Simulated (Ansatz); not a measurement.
# Si2H4Br radical: small, medium and large basis sets

Aim: see how fast density functionals converge with the basis set for Si2H4Br radical.

Computed with Ansatz 0.2.0, Gaussian basis. Level: one geometry, several basis sets.

Levels to be run: PBE0-D4/def2-SVP; ωB97M-V/def2-SVP; PBE0-D4/def2-QZVPP; ωB97M-V/def2-QZVPP; the functionals' def2-TZVPP values are taken from earlier runs.

### Step 1. The relaxed structure

All runs share one geometry, relaxed beforehand with PBE0-D4 in a triple-zeta def2 set.

SMILES `[SiH3][SiH]Br`, 7 atoms, charge 0, spin multiplicity 2.

Atoms are counted from 1 here; the program's logs count them from 0.

Bond lengths: Si1–Si2 2.334 Å, Si1–H4 1.485 Å, Si1–H5 1.487 Å, Si1–H6 1.488 Å, Si2–Br3 2.228 Å, Si2–H7 1.491 Å. Angles: Si2–Si1–H4 108.4°, Si2–Si1–H5 108.3°, Si2–Si1–H6 111.6°, H4–Si1–H5 109.7°, H4–Si1–H6 109.4°, H5–Si1–H6 109.4°, Si1–Si2–Br3 109.9°, Si1–Si2–H7 114.6°, Br3–Si2–H7 107.1°.

Coordinates:

```
Si   -0.8293    0.4441   -0.3633
Si    1.2776   -0.5255   -0.0979
Br    1.1296   -2.3074    1.2305
H    -1.7346   -0.5634   -0.9709
H    -0.6951    1.6109   -1.2755
H    -1.3927    0.8956    0.9378
H     2.3055    0.3777    0.4935
```

### Step 2. PBE0-D4 in def2-SVP

Input file in.yaml:

```yaml
crystal:
  periodic: [false, false, false]
  atoms:
    - {symbol: Si, position_ang: [-0.829287, 0.444084, -0.363252]}
    - {symbol: Si, position_ang: [1.277650, -0.525466, -0.097933]}
    - {symbol: Br, position_ang: [1.129597, -2.307385, 1.230474]}
    - {symbol: H, position_ang: [-1.734626, -0.563442, -0.970876]}
    - {symbol: H, position_ang: [-0.695115, 1.610862, -1.275457]}
    - {symbol: H, position_ang: [-1.392667, 0.895640, 0.937752]}
    - {symbol: H, position_ang: [2.305548, 0.377706, 0.493492]}
basis:
  gaussian: {orbitals: def2-SVP}
magnetization: {spin_polarized: true, initial_magnetization: 1}
hamiltonian: {xc: pbe0, dispersion: d4}
output: {orbitals: {seedname: orbitals}}
```

Started as:

```console
ansatz run in.yaml --threads 4 --pin off --events-out ev --progress --plain --max-ram 10444MiB
```

The runs that follow: ωB97M-V in def2-SVP; PBE0-D4 in def2-QZVPP; ωB97M-V in def2-QZVPP.

Before running them: what should the planned runs give, taken together? Wanted: PBE0-D4: double and triple zeta above quadruple; ωB97M-V: double and triple zeta above quadruple.

The runs gave:

| quantity | value |
| --- | --- |
| PBE0-D4: double and triple zeta above quadruple | 16.04, 1.96 eV |
| ωB97M-V: double and triple zeta above quadruple | 15.96, 1.88 eV |

**Reading.** PBE0-D4 gains 14.08 eV from double to triple zeta, then 1.96 eV more. These are total energies; as a rule much of such shifts cancels in differences, which this series doesn't test.
